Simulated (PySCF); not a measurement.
# SiAs: spin, charge, geometry and surroundings

One physical setting of the base script is moved in each run, with the edits that it forces.

Method: each script names its method and basis; program: PySCF 2.14.0.

4 further runs of the same task are left out: 4 that didn't finish.

**1. Starting geometry**

SiAs: 2 atoms, charge 0, spin multiplicity 2.

Bond lengths: Si1–As2 2.290 Å.

**2. Base script**

input.py reads:

```python
from pyscf import gto, dft

mol = gto.M(
    atom='Si 0 0 0; As 0 0 2.29',
    basis='def2-svp',
    charge=0,
    spin=1,
    verbose=4,
)
mf = dft.ROKS(mol, xc='wb97x')
mf = mf.density_fit(auxbasis='def2-universal-jkfit')
mf.kernel()
g = mf.nuc_grad_method()
g.grid_response = True
g.kernel()
mf.dip_moment()
print('orbital energies (hartree):', mf.mo_energy[..., max(0, mol.nelec[1]-3):mol.nelec[0]+3].round(4))
```

On the command line:

```bash
OMP_NUM_THREADS=1 python input.py
```

The log of this run is left out.

Base result: E(SCF) = -2524.916967 Eh, 11 cycles, μ = 1.20 D, gradient on the second atom 0.0757 Eh/bohr.

The bond length is a typed value, not an optimised one.

**3. Electric field -0.01 a.u.**

Variant 1 changes electric field: none → -0.01 a.u.; step after the SCF: gradient → analyze.

input.py reads:

```python
from pyscf import gto, dft

mol = gto.M(
    atom='Si 0 0 0; As 0 0 2.29',
    basis='def2-svp',
    charge=0,
    spin=1,
    verbose=4,
)
mf = dft.ROKS(mol, xc='wb97x')
mf = mf.density_fit(auxbasis='def2-universal-jkfit')
field = -0.01  # electric field along z, atomic units
h = mf.get_hcore() + field*mol.intor('int1e_r')[2]
mf.get_hcore = lambda *args: h
e_nuc = mol.energy_nuc() - field*mol.atom_charges() @ mol.atom_coords()[:, 2]
mf.energy_nuc = lambda *args: e_nuc
mf.kernel()
mf.analyze()
print('orbital energies (hartree):', mf.mo_energy[..., max(0, mol.nelec[1]-3):mol.nelec[0]+3].round(4))
```

On the command line:

```bash
OMP_NUM_THREADS=1 python input.py
```

**4. Sextet**

Variant 2 changes spin (2S): 1 → 5.

input.py: that of step 2 with these lines changed.

```diff
@@ -6,3 +6,3 @@
     charge=0,
-    spin=1,
+    spin=5,
     verbose=4,
```

**5. Quartet**

Variant 3 changes spin (2S): 1 → 3.

input.py: that of step 2 with these lines changed.

```diff
@@ -6,3 +6,3 @@
     charge=0,
-    spin=1,
+    spin=3,
     verbose=4,
```

**6. Bond 0.3 Å**

Variant 4 changes bond length: 2.29 Å → 0.3 Å.

input.py: that of step 2 with these lines changed.

```diff
@@ -3,3 +3,3 @@
 mol = gto.M(
-    atom='Si 0 0 0; As 0 0 2.29',
+    atom='Si 0 0 0; As 0 0 0.3',
     basis='def2-svp',
```

**7. Bond 2.015 Å**

Variant 5 changes bond length: 2.29 Å → 2.015 Å.

input.py: that of step 2 with these lines changed.

```diff
@@ -3,3 +3,3 @@
 mol = gto.M(
-    atom='Si 0 0 0; As 0 0 2.29',
+    atom='Si 0 0 0; As 0 0 2.015',
     basis='def2-svp',
```

What does the calculation give? Wanted: for each run, E(SCF); from base; SCF dipole.

As calculated:

```tsv
run	E(SCF) (hartree)	from base (eV)	cycles	SCF dipole (D)
base	-2524.916967	0	11	1.20
electric field -0.01 a.u.	-2524.926411	-0.2570	12	3.59
sextet	-2524.821244	+2.6047	10	1.26
quartet	-2524.871078	+1.2487	16	0.56
bond 0.3 Å (poor choice)	-2377.784766	+4003.6711	9	3.67
bond 2.015 Å	-2524.936102	-0.5207	11	0.98
```

What this shows: The largest comparable shift of the SCF energy, +4003.671 eV, comes with the run “bond 0.3 Å”. The sextet solution found lies 2.60 eV above the base doublet at this geometry and level. The quartet solution found lies 1.25 eV above the base doublet at this geometry and level. Rows marked «poor choice» come from settings spoiled on purpose.
